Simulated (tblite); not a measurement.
# C6H13P: the cost of one run

Computed with tblite 0.8.0 and PySCF 2.14.0, with density-fitted response routines of our own, on a single molecule in the gas phase. Atoms are numbered from 0 throughout.

### Step 1. The starting structure

20 atoms, charge 0, multiplicity 1; geometry from: force field or distance geometry start.

Bonds of the start (Å): C0–C1 1.47, C1–C2 1.51, C2–P3 1.66, C2–C4 1.48, C4–C5 1.50, C4–C6 1.52, C0–H7 1.10, C0–H8 1.12, C0–H9 1.14, C1–H10 1.12, C1–H11 1.12, P3–H12 1.48, C4–H13 1.13, C5–H14 1.10, C5–H15 1.11, C5–H16 1.12, C6–H17 1.12, C6–H18 1.13, C6–H19 1.08.

### Step 2. Optimising the geometry with GFN2-xTB

The job: settings as JSON, then the geometry in Å.

```
{"job": {"kind": "relax", "xc": "GFN2-xTB", "basis": "xTB"}, "charge": 0, "multiplicity": 1}
C     -1.629200     0.576100    -1.111900
C     -1.508600    -0.042200     0.221500
C     -0.268800    -0.871300     0.440100
P     -0.490300    -2.473100     0.805200
C      1.101500    -0.322000     0.329800
C      1.283600     0.788200     1.328200
C      1.493600     0.093500    -1.077900
H     -1.474500    -0.086900    -1.972600
H     -0.983800     1.487400    -1.150600
H     -2.692600     0.968800    -1.245300
H     -1.574300     0.787500     0.967900
H     -2.438400    -0.644200     0.414400
H     -1.823700    -3.095700     0.955100
H      1.873300    -1.100400     0.596700
H      0.800200     0.603700     2.295100
H      2.373000     0.858200     1.551200
H      0.990000     1.779400     0.901700
H      1.486100     1.209800    -1.091400
H      2.568500    -0.169100    -1.288400
H      0.909500    -0.337100    -1.871700
```

The run is started by

```bash
$ OMP_NUM_THREADS=1 python probes_run.py task.json out
```

This one command runs all jobs of the session in turn.

**Question.** How long does this first job take on 1 thread of Arm Neoverse V1, shared host, and how much memory does it need?

About 1.4 s, with a peak of 0.18 GiB.
